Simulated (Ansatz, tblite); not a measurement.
# Ge(OH)Cl3 (Cl₃GeHO): spin-state energies by level

Is the singlet the ground state of Ge(OH)Cl3 (Cl₃GeHO)? Other spin states are computed and compared level by level.

Computed with Ansatz 0.2.0, Gaussian basis. Level: as each input shows.

The runs, in order: triplet, at the geometry of the singlet (GFN1-xTB, GFN2-xTB, PBE0-D4/def2-TZVP, PBE-D4/def2-TZVP, r2SCAN-D4/def2-TZVP); the singlet's energies come from earlier runs.

2 further runs of the same task are left out: 2 set aside as unsound or not needed.

### Step 1. The geometry

The singlet was relaxed beforehand with PBE0-D4/def2-SVP.

6 atoms, charge 0, spin multiplicity 1.

Bond lengths: Ge1–O2 1.747 Å, Ge1–Cl4 2.133 Å, Ge1–Cl5 2.133 Å, Ge1–Cl6 2.118 Å, O2–H3 0.966 Å. Angles: O2–Ge1–Cl4 111.1°, O2–Ge1–Cl5 111.1°, O2–Ge1–Cl6 106.3°, Cl4–Ge1–Cl5 107.9°, Cl4–Ge1–Cl6 110.2°, Cl5–Ge1–Cl6 110.3°, Ge1–O2–H3 113.1°.

### Step 2. Triplet at the fixed geometry, GFN1-xTB

Tight binding, by tblite at 300 K electronic temperature and without a spin-polarisation term:

```python
tblite.interface.Calculator('GFN1-xTB', numbers, positions, charge=0, uhf=2).singlepoint()
```

Energy -533.1999 eV; 0.025 s.

### Step 3. Triplet at the fixed geometry, GFN2-xTB

Tight binding, by tblite at 300 K electronic temperature and without a spin-polarisation term:

```python
tblite.interface.Calculator('GFN2-xTB', numbers, positions, charge=0, uhf=2).singlepoint()
```

Energy -547.7039 eV; 0.034 s.

### Step 4. Triplet at the fixed geometry, PBE0-D4/def2-TZVP

Input file in.yaml:

```yaml
crystal:
  periodic: [false, false, false]
  atoms:
    - {symbol: Ge, position_ang: [-0.066133, -0.121195, -0.292159]}
    - {symbol: O, position_ang: [-0.077815, -0.130168, 1.454989]}
    - {symbol: H, position_ang: [0.350948, 0.643908, 1.841281]}
    - {symbol: Cl, position_ang: [1.928990, -0.108956, -1.046736]}
    - {symbol: Cl, position_ang: [-1.066920, 1.600671, -1.056391]}
    - {symbol: Cl, position_ang: [-1.069070, -1.884270, -0.900984]}
basis:
  gaussian: {orbitals: def2-TZVP}
magnetization: {spin_polarized: true, initial_magnetization: 2}
hamiltonian: {xc: pbe0, dispersion: d4}
scf: {omitted_lower_state_checks: [starts]}
output: {orbitals: {seedname: orbitals}}
```

Command:

```console
$ ansatz run in.yaml --threads 4 --pin off --events-out ev --progress --plain --max-ram 3916MiB
```

Standard output:

```text
Functional definition: PBE0
  name "PBE0"
  cite "Adamo & Barone, J. Chem. Phys. 110, 6158 (1999) doi:10.1063/1.478522"
  cite "Perdew, Burke & Ernzerhof, Phys. Rev. Lett. 77, 3865 (1996) doi:10.1103/PhysRevLett.77.3865"
  parent pbe
  parameter a = 0.25
  parameter kappa = 0.804
  parameter beta = 0.06672455060314922
  exchange = (1 - a)*pbe_x(kappa = kappa, mu = beta*pi^2/3) + a*exact_x
  correlation = pbe_c(beta = beta)
these checks for a lower state are left out or cut short: starts
1400 factors; their error is unknown
mean field evaluation 1: about -96122.4527 eV, gradient 4.1e1 eV
mean field evaluation 2: about -96081.9368 eV, gradient 1.0e2 eV
mean field evaluation 4: about -96127.9820 eV, gradient 6.1e0 eV
mean field evaluation 8: about -96128.0935 eV, gradient 1.6e-1 eV
mean field evaluation 16: about -96128.4814 eV, gradient 2.9e-2 eV
mean field evaluation 32: about -96128.4818 eV, gradient 7.3e-4 eV
mean field -96128.48178134 eV, -3532.6565472390 hartree, gradient 6.5e-6 eV, S^2 2.006698; 0 other end points of the search recorded, 0 dependent functions left out
reference -96128.48181092 eV, -3532.6565483263 hartree; 47, 45 occupied and 149, 151 virtual orbitals, 1400 factors
Total energy: -96128.68102557 eV, -3532.6638693296 hartree
Checks for a lower state left out: starts
```

Run time: 79 s. Hardware: 4 threads of Intel Xeon at 2.50GHz, shared host; peak memory 1.4 GiB.

Report: HOMO -3.57 eV, LUMO -7.83 eV (over both spins; with the spin held, an empty level of the minority spin lies below the top filled one); ⟨S²⟩ 2.007 (pure: 2.00).

### Step 5. Triplet at the fixed geometry, PBE-D4/def2-TZVP

start.molden holds the orbitals of an earlier run on this state, given as this run's starting guess.

Edit in.yaml of step 4 so:

```diff
@@ -10,5 +10,5 @@
 basis:
-  gaussian: {orbitals: def2-TZVP}
+  gaussian: {orbitals: def2-TZVP, initial_orbitals: start.molden}
 magnetization: {spin_polarized: true, initial_magnetization: 2}
-hamiltonian: {xc: pbe0, dispersion: d4}
+hamiltonian: {xc: pbe, dispersion: d4}
 scf: {omitted_lower_state_checks: [starts]}
```

Launched as before.

Standard output:

```text
Functional definition: PBE
  name "PBE"
  cite "Perdew, Burke & Ernzerhof, Phys. Rev. Lett. 77, 3865 (1996) doi:10.1103/PhysRevLett.77.3865"
  parent pbe
  parameter kappa = 0.804
  parameter beta = 0.06672455060314922
  exchange = pbe_x(kappa = kappa, mu = beta*pi^2/3)
  correlation = pbe_c(beta = beta)
these checks for a lower state are left out or cut short: starts
1321 factors; their error is unknown
mean field evaluation 1: about -96124.5953 eV, gradient 1.2e1 eV
mean field evaluation 2: about -96124.7615 eV, gradient 3.0e-1 eV
mean field evaluation 4: about -96124.7939 eV, gradient 1.0e0 eV
mean field evaluation 8: about -96124.8048 eV, gradient 9.9e-4 eV
mean field evaluation 16: about -96124.8048 eV, gradient 1.3e-4 eV
mean field -96124.80476709 eV, -3532.5214194579 hartree, gradient 7.9e-6 eV, S^2 2.001781; 0 other end points of the search recorded, 0 dependent functions left out
reference -96124.80480629 eV, -3532.5214208982 hartree; 47, 45 occupied and 149, 151 virtual orbitals, 1321 factors
Total energy: -96125.03624782 eV, -3532.5299262178 hartree
Checks for a lower state left out: starts
```

Wall time 31 s (4 threads of Intel Xeon at 2.50GHz, shared host); peak memory 0.56 GiB.

HOMO -2.77 eV, LUMO -7.99 eV (over both spins; with the spin held, an empty level of the minority spin lies below the top filled one); ⟨S²⟩ 2.002 (pure: 2.00).

### Step 6. Triplet at the fixed geometry, r2SCAN-D4/def2-TZVP

Edit in.yaml of step 5 so:

```diff
@@ -12,3 +12,3 @@
 magnetization: {spin_polarized: true, initial_magnetization: 2}
-hamiltonian: {xc: pbe, dispersion: d4}
+hamiltonian: {xc: r2scan, dispersion: d4}
 scf: {omitted_lower_state_checks: [starts]}
```

The command is unchanged.

Standard output:

```text
Functional definition: r2SCAN
  name "r2SCAN"
  cite "Furness, Kaplan, Ning, Perdew & Sun, J. Phys. Chem. Lett. 11, 8208 (2020) doi:10.1021/acs.jpclett.0c02405"
  cite "Furness, Kaplan, Ning, Perdew & Sun, J. Phys. Chem. Lett. 11, 9248 (2020) doi:10.1021/acs.jpclett.0c03077"
  parent r2scan
  parameter k0 = 0.174
  parameter k1 = 0.065
  parameter a1 = 4.9479
  exchange = r2scan_x(k0 = k0, k1 = k1, a1 = a1)
  correlation = r2scan_c
these checks for a lower state are left out or cut short: starts
1321 factors; their error is unknown
mean field evaluation 1: about -96146.7564 eV, gradient 8.4e0 eV
mean field evaluation 2: about -96146.8166 eV, gradient 1.8e-1 eV
mean field evaluation 4: about -96146.6696 eV, gradient 5.2e0 eV
mean field evaluation 8: about -96146.8316 eV, gradient 2.2e-2 eV
mean field evaluation 16: about -96146.8316 eV, gradient 9.8e-4 eV
mean field -96146.83162255 eV, -3533.3308914656 hartree, gradient 2.2e-6 eV, S^2 2.004445; 0 other end points of the search recorded, 0 dependent functions left out
reference -96146.83163329 eV, -3533.3308918602 hartree; 47, 45 occupied and 149, 151 virtual orbitals, 1321 factors
Total energy: -96146.88405068 eV, -3533.3328181639 hartree
Checks for a lower state left out: starts
```

Run time: 73 s. Hardware: 4 threads of Intel Xeon at 2.50GHz, shared host; peak memory 0.63 GiB.

Report: HOMO -2.83 eV, LUMO -8.23 eV (over both spins; with the spin held, an empty level of the minority spin lies below the top filled one); ⟨S²⟩ 2.004 (pure: 2.00).

### Step 7. Triplet less singlet, vertical

The singlet's energies are those of its earlier runs, whose logs aren't repeated here.

| level | triplet less singlet, vertical (eV) | time |
| --- | --- | --- |
| GFN1-xTB | +6.455 | 0.055 s |
| GFN2-xTB | +5.309 | 0.049 s |
| PBE-D4/def2-TZVP | +5.235 | 39 s |
| r2SCAN-D4/def2-TZVP | +5.646 | 83 s |
| PBE0-D4/def2-TZVP | +5.992 | 91 s |

Times add the two runs; a level without a time comes out of a correlated run. Tight binding without a spin term can't rank spin states.

### Step 8. Summary of results

| quantity | value |
| --- | --- |
| triplet less singlet, vertical, functionals in def2-TZVP | +5.235 (PBE-D4) to +5.992 eV (PBE0-D4) |

**Reading.** All functionals put the triplet above the singlet, over a spread of 0.757 eV. The checks for a lower triplet were left out, so another state of that spin may lie lower. These are electronic energies, without zero-point motion, entropy or surroundings.
